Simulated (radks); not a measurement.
# Sm⁴⁹⁺ in [Ne] 3s2 4p1: an all-electron calculation

The task here is to estimate one member of a computed series from the others.

Method: scalar-relativistic Kohn-Sham, XLYP, spin-polarised, spherical densities, point nucleus; open shells are filled with parallel spins first. Code: radks (a radial shooting solver on a logarithmic mesh, Libxc functionals) version 1.

## The atom as given

| Item | Value |
| --- | --- |
| element | samarium (Z = 62) |
| charge | +49 |
| electrons | 13 |
| configuration | [Ne] 3s2 4p1 |

Outer shells as boxes (Hund's rule):

Sm⁴⁹⁺
```
[Ne] core
3s [↑↓]
4p [↑ ][  ][  ]
```

The first run:

Input:

```text
Z 62
configuration [Ne] 3s2 4p1 3p0 4s0 3d0 4f0
relativity scalar-relativistic
functional xlyp
spin polarised
nucleus point
c 137.035999084
```

On the command line:

```bash
python run_ks.py task.json out
```

All runs below come from this command, one after another.

Steps of the session up to this table: Self-consistent calculation.

One of the session's tables, all rows but one given; the rest of the session is left out.

It belongs to the step «Radial structure». From the orbitals of this run (lengths in bohr):

```
  level      <r>  outermost maximum (interpolated)  90 % within  nodes
  1s up  0.02272                            0.0145       0.0411      0
1s down  0.02272                            0.0145       0.0411      0
  2s up  0.09551                            0.0815        0.147      1
2s down  0.09550                            0.0815        0.147      1
  2p up  0.08389                            0.0657        0.136      0
2p down  0.08388                            0.0657        0.136      0
  3s up   0.2293                             0.218        0.333      2
3s down        ?                                 ?            ?      ?
  3p up   0.2226                             0.210        0.329      1
3p down   0.2225                             0.210        0.329      1
  3d up   0.1954                             0.166        0.297      0
3d down   0.1953                             0.166        0.296      0
  4s up   0.4245                             0.430        0.597      3
4s down   0.4248                             0.430        0.598      3
  4p up   0.4229                             0.429        0.600      2
4p down   0.4231                             0.429        0.602      2
  4f up   0.3514                             0.311        0.509      0
4f down   0.3503                             0.310        0.508      0
```

Estimate the missing values for 3s down.

As computed: <r>: 0.2292; outermost maximum (interpolated): 0.218; 90 % within: 0.332; nodes: 2. In the column «<r>» it lies between 3p up (0.2226) and 3s up (0.2293).
